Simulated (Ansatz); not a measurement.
**Cl₃HHfS: small, medium and large basis sets**

One table from this session's results is given with a row withheld; the runs are named, their logs left out.

Computed with Ansatz 0.2.0, Gaussian basis. Level: one geometry, several basis sets.

Levels to be run: PBE0-D4/def2-SVP; ωB97M-V/def2-SVP; PBE0-D4/def2-QZVPP; ωB97M-V/def2-QZVPP; the functionals' def2-TZVPP values are taken from earlier runs.

## Structure used throughout

The geometry comes from an earlier relaxation with PBE0-D4 in a triple-zeta def2 set; it is a stationary point. Hf takes the def2 core potential; no spin-orbit term is included.

SMILES `[SH][Hf]([Cl])([Cl])[Cl]`, 6 atoms, charge 0, spin multiplicity 1.

Atoms are counted from 1 here; the program's logs count them from 0.

Bond lengths: S1–Hf2 2.414 Å, S1–H6 1.349 Å, Hf2–Cl3 2.318 Å, Hf2–Cl4 2.325 Å, Hf2–Cl5 2.325 Å. Angles: Hf2–S1–H6 90.6°, S1–Hf2–Cl3 105.9°, S1–Hf2–Cl4 109.2°, S1–Hf2–Cl5 109.2°, Cl3–Hf2–Cl4 112.0°, Cl3–Hf2–Cl5 112.0°, Cl4–Hf2–Cl5 108.5°.

The first run:

Contents of in.yaml:

```yaml
crystal:
  periodic: [false, false, false]
  atoms:
    - {symbol: S, position_ang: [-1.768144, 0.867698, -0.026363]}
    - {symbol: Hf, position_ang: [0.501616, 0.048421, 0.049297]}
    - {symbol: Cl, position_ang: [1.829843, 1.895714, 0.491373]}
    - {symbol: Cl, position_ang: [0.675488, -1.566406, 1.712278]}
    - {symbol: Cl, position_ang: [1.027510, -0.932956, -1.991221]}
    - {symbol: H, position_ang: [-2.224213, -0.376372, -0.281464]}
basis:
  gaussian: {orbitals: def2-SVP}
hamiltonian: {xc: pbe0, dispersion: d4}
output: {orbitals: {seedname: orbitals}}
```

On the command line:

```console
> ansatz run in.yaml --threads 4 --pin off --events-out ev --progress --plain --max-ram 10444MiB
```

Steps of the session up to this table: PBE0-D4 in def2-SVP; ωB97M-V in def2-SVP; PBE0-D4 in def2-QZVPP; ωB97M-V in def2-QZVPP.

One of the session's tables, all rows but one given; the rest of the session is left out.

```
functional       basis  HOMO (eV)  LUMO (eV)
   PBE0-D4    def2-SVP      -8.28      -2.32
   PBE0-D4  def2-TZVPP      -8.25      -2.28
   PBE0-D4  def2-QZVPP      -8.27      -2.31
   ωB97M-V    def2-SVP     -10.37      -0.18
   ωB97M-V  def2-TZVPP     -10.39      -0.18
   ωB97M-V  def2-QZVPP          ?          ?
```

Estimate the missing values for ωB97M-V, def2-QZVPP.

As computed: HOMO (eV): -10.41; LUMO (eV): -0.23. In the column «HOMO (eV)» it is the lowest.
